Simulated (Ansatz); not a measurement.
# YbNb2W3: the cost of one run

Program: Ansatz 0.2.0. Level of theory: DFT PBE, scalar-relativistic, plane waves, PAW. These are calculated values, not measurements.

## Step 1: Starting point

The structure is hexagonal, space group P6/mmm (No. 191). Conventional cell: a = 5.596 Å, b = 5.596 Å, c = 4.448 Å, α = 90.00°, β = 90.00°, γ = 120.00°. Yb (site symmetry 6/mmm) is surrounded by 6 Nb at 3.23 Å and 12 W at 3.57 Å. Around Nb (site symmetry -6m2) lie 6 W at 2.75 Å. W (site symmetry mmm) has 4 Nb at 2.75 Å and 4 W at 2.80 Å as nearest neighbours.

Structure file:

```cif
data_structure
_symmetry_space_group_name_H-M 'P 1'
_symmetry_Int_Tables_number 1
_cell_length_a 5.5955
_cell_length_b 5.5955
_cell_length_c 4.4478
_cell_angle_alpha 90.000
_cell_angle_beta 90.000
_cell_angle_gamma 120.000
_cell_volume 120.60
loop_
_atom_site_label
_atom_site_type_symbol
_atom_site_fract_x
_atom_site_fract_y
_atom_site_fract_z
_atom_site_occupancy
Yb1 Yb 0.00000 0.00000 0.50000 1
Nb1 Nb 0.66667 0.33333 0.50000 1
Nb2 Nb 0.33333 0.66667 0.50000 1
W1 W 0.00000 0.50000 0.00000 1
W2 W 0.50000 0.50000 0.00000 1
W3 W 0.50000 0.00000 0.00000 1
```

It is the end of an earlier relaxation with the same method, from a database cell with other species swapped in; it needn't be the stable form of this composition. At a tolerance of 0.05 Å it has space group P6/mmm (No. 191); it has 20.10 Å³/atom, an uncorrected energy of +0.40 eV/atom over the elements.

## Step 2: Static run: bands, density of states and charges

input.yaml reads:

```yaml
crystal:
  lattice:
    - [5.595548596, 0.0, 0.0]
    - [-2.797774298, 4.8458872323, 0.0]
    - [0.0, 0.0, 4.4477654746]
  atoms:
    - { symbol: Yb, position: [0.0, 0.0, 0.5] }
    - { symbol: Nb, position: [0.6666666667, 0.3333333333, 0.5] }
    - { symbol: Nb, position: [0.3333333333, 0.6666666667, 0.5] }
    - { symbol: W, position: [0.0, 0.5, 0.0] }
    - { symbol: W, position: [0.5, 0.5, 0.0] }
    - { symbol: W, position: [0.5, 0.0, 0.0] }
basis:
  ecutwfc: 420
kpoints:
  mp_grid: { grid: [12, 12, 8] }
  band_path:
    path:
      - [[0.0, 0.0, 0.0], [0.5, 0.0, 0.0], [0.33333333, 0.33333333, 0.0], [0.0, 0.0, 0.0], [0.0, 0.0, 0.5], [0.5, 0.0, 0.5], [0.33333333, 0.33333333, 0.5], [0.0, 0.0, 0.5]]
      - [[0.5, 0.0, 0.5], [0.5, 0.0, 0.0]]
      - [[0.33333333, 0.33333333, 0.5], [0.33333333, 0.33333333, 0.0]]
    npoints: 14
hamiltonian:
  xc: pbe
scf:
  occupations: { method: gaussian, width: 0.1 }
  n_extra_bands: 15
output:
  forces: true
  stress: true
  eigenvalues: true
  populations: true
  dos: { projected: true, de: 0.02, nscf_kmesh: { grid: [15, 15, 10] } }
  bader: true
  write_density: true
  write_potential: true
  elf: true
  volumetric_format: npy
```

Launch:

```sh
$ ansatz run input.yaml --threads 1 --pin off --max-ram 2560MiB --backend cpu --events-out ev --progress --plain --runs-dir out
```

**Question.** How long does this run take on 1 thread of AMD EPYC 9R14 (Zen 4), shared host, and how much memory does it need?

About 1.8 min, with a peak of 1.1 GiB.
